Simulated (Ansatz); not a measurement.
# PtSe2: the cost of one run

Method: DFT LDA, scalar-relativistic, plane waves, PAW, and further levels as typed in the inputs, in Ansatz 0.2.0.

## 1. The system as given

It takes space group P-3m1 (No. 164, trigonal). Conventional cell: a = 3.727 Å, b = 3.727 Å, c = 35.860 Å, α = 90.00°, β = 90.00°, γ = 120.00°. Around Se (site symmetry 3m) lie 3 Pt at 2.52 Å. Pt (site symmetry 3m) is surrounded by 6 Se at 2.52 Å.

Structure file:

```cif
data_structure
_symmetry_space_group_name_H-M 'P 1'
_symmetry_Int_Tables_number 1
_cell_length_a 3.7270
_cell_length_b 3.7270
_cell_length_c 35.8600
_cell_angle_alpha 90.000
_cell_angle_beta 90.000
_cell_angle_gamma 120.000
_cell_volume 431.38
loop_
_atom_site_label
_atom_site_type_symbol
_atom_site_fract_x
_atom_site_fract_y
_atom_site_fract_z
_atom_site_occupancy
Se1 Se 0.66667 0.33333 0.25098 1
Pt1 Pt 0.00000 0.00000 0.28751 1
Se2 Se 0.33333 0.66667 0.32404 1
Se3 Se 0.66667 0.33333 0.39264 1
Pt2 Pt 0.00000 0.00000 0.42917 1
Se4 Se 0.33333 0.66667 0.46570 1
Se5 Se 0.66667 0.33333 0.53430 1
Pt3 Pt 0.00000 0.00000 0.57083 1
Se6 Se 0.33333 0.66667 0.60736 1
Se7 Se 0.66667 0.33333 0.67596 1
Pt4 Pt 0.00000 0.00000 0.71249 1
Se8 Se 0.33333 0.66667 0.74902 1
```

## 2. Single point: Pt4Se8 sheet, no spin

The input, input.yaml:

```yaml
crystal:
  lattice:
    - [3.727, 0.0, 0.0]
    - [-1.8635, 3.2276766799, 0.0]
    - [0.0, 0.0, 35.86]
  atoms:
    - { symbol: Se, position: [0.6666666667, 0.3333333333, 0.2509760178] }
    - { symbol: Pt, position: [0.0, 0.0, 0.2875069716] }
    - { symbol: Se, position: [0.3333333333, 0.6666666667, 0.3240379253] }
    - { symbol: Se, position: [0.6666666667, 0.3333333333, 0.3926380368] }
    - { symbol: Pt, position: [0.0, 0.0, 0.4291689905] }
    - { symbol: Se, position: [0.3333333333, 0.6666666667, 0.4656999442] }
    - { symbol: Se, position: [0.6666666667, 0.3333333333, 0.5343000558] }
    - { symbol: Pt, position: [0.0, 0.0, 0.5708310095] }
    - { symbol: Se, position: [0.3333333333, 0.6666666667, 0.6073619632] }
    - { symbol: Se, position: [0.6666666667, 0.3333333333, 0.6759620747] }
    - { symbol: Pt, position: [0.0, 0.0, 0.7124930284] }
    - { symbol: Se, position: [0.3333333333, 0.6666666667, 0.7490239822] }
  periodic: [true, true, false]
scf:
  occupations: { method: gaussian, width: 0.01 }
  n_extra_bands: 10
output:
  eigenvalues: true
  eigenstates:
    kpoints:
      - [0.0, 0.0, 0.0]
      - [0.1, 0.0, 0.0]
      - [0.15, 0.0, 0.0]
      - [0.2, 0.0, 0.0]
      - [0.225, 0.0, 0.0]
      - [0.25, 0.0, 0.0]
      - [0.275, 0.0, 0.0]
      - [0.3, 0.0, 0.0]
      - [0.35, 0.0, 0.0]
      - [0.066667, 0.066667, 0.0]
      - [0.1, 0.1, 0.0]
      - [0.116667, 0.116667, 0.0]
      - [0.133333, 0.133333, 0.0]
      - [0.166667, 0.166667, 0.0]
    top_band: c6
    e_range: [-3, 3]
  write_density: true
  write_potential: true
  elf: true
  volumetric_format: npy
kpoints:
  mp_grid: { grid: [10, 10, 1] }
hamiltonian:
  xc: lda
```

Started as:

```sh
ansatz run input.yaml --threads 8 --pin off --max-ram 28672MiB --backend cpu --events-out ev --progress --plain --runs-dir out
```

Q: Estimate wall time and peak memory on 8 threads of AMD EPYC 7R13 (Zen 3), shared host.

About 20 s, with a peak of 3.6 GiB.
